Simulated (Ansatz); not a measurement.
**InH2− (singlet): wave-function methods side by side at distance In1–H3 = 2.307 Å, def2-SVPD**

An exercise on one series of results from a longer session: the logs are not shown, and one member is left open.

The runs use Ansatz 0.2.0, Gaussian basis; def2-SVPD, core rule «outside noble gas», up to 9 orbitals frozen.

To be run: UHF; CCSD(T) on RHF; CCSD(T) on UHF; BCCD(T) on RHF; CISD; CCSDT(Q) on RHF; CCSDT(Q) on UHF; CCSDTQ on RHF; CCSDTQ on UHF; CASSCF and MRCISD+Q, 2 electrons in 2 orbitals; CASSCF and NEVPT2, 2 electrons in 2 orbitals; CASSCF and MRCISD+Q, 6 electrons in 6 orbitals; CASSCF and NEVPT2, 6 electrons in 6 orbitals; Full CI.

### The geometry

The geometry derives from a PBE0/def2-TZVPD stationary point (not a proven minimum). One bond is set to the value named and the two fragments are kept rigid. No spin-orbit coupling is included. Elements past krypton take def2 core potentials.

3 atoms, charge -1, spin multiplicity 1.

Atoms are counted from 1 here; the program's logs count them from 0.

Bond lengths: In1–H2 1.886 Å.

Set-up of the first run:

Contents of in.yaml:

```yaml
crystal:
  periodic: [false, false, false]
  atoms:
    - {symbol: In, position_ang: [0.000000, -0.024970, -0.002627]}
    - {symbol: H, position_ang: [0.000000, 1.276950, -1.367423]}
    - {symbol: H, position_ang: [0.000000, 1.567417, 1.666671]}
basis:
  gaussian: {orbitals: def2-SVPD}
total_charge: -1
magnetization: {spin_polarized: true, initial_magnetization: 0}
hamiltonian: {xc: hf}
output: {orbitals: {seedname: orbitals}}
```

On the command line:

```sh
> ansatz run in.yaml --threads 1 --pin off --events-out ev --progress --plain --max-ram 4096MiB --backend cpu
```

Steps of the session up to this table: UHF; CCSD(T) on RHF; CCSD(T) on UHF; BCCD(T) on RHF; CISD; CCSDT(Q) on RHF; CCSDT(Q) on UHF; CCSDTQ on RHF; CCSDTQ on UHF; CASSCF and MRCISD+Q, 2 electrons in 2 orbitals; CASSCF and NEVPT2, 2 electrons in 2 orbitals; CASSCF and MRCISD+Q, 6 electrons in 6 orbitals; CASSCF and NEVPT2, 6 electrons in 6 orbitals; Full CI.

One of the session's tables, all rows but one given; the rest of the session is left out.

| method | from FCI (meV) |
| --- | --- |
| RHF | +2905.7 |
| UHF | +2891.9 |
| RMP2 | +814.9 |
| RCCSD | +85.0 |
| RCCSD(T) | +22.6 |
| BCCD(T) | +22.3 |
| RCCSDT | +3.4 |
| RCCSDT(Q) | ? |
| RCCSDTQ | 0.0 |
| CASSCF pair | +2394.9 |
| NEVPT2 pair | +737.3 |
| MRCISD pair | +158.4 |
| MRCISD+Q pair | -34.2 |
| CASSCF valence | +1594.7 |
| NEVPT2 valence | +590.7 |
| MRCISD valence | +78.2 |
| MRCISD+Q valence | 0.0 |
| FCI | 0 |

Q: Estimate the row for RCCSDT(Q) from the others.

The run gave: from FCI (meV): +0.7. In the column «from FCI (meV)» it lies between FCI (0) and RCCSDT (+3.4).

Caveats from the session: MRCISD+Q pair falls below full CI: the +Q correction isn't variational, and the cores differ from full CI's.
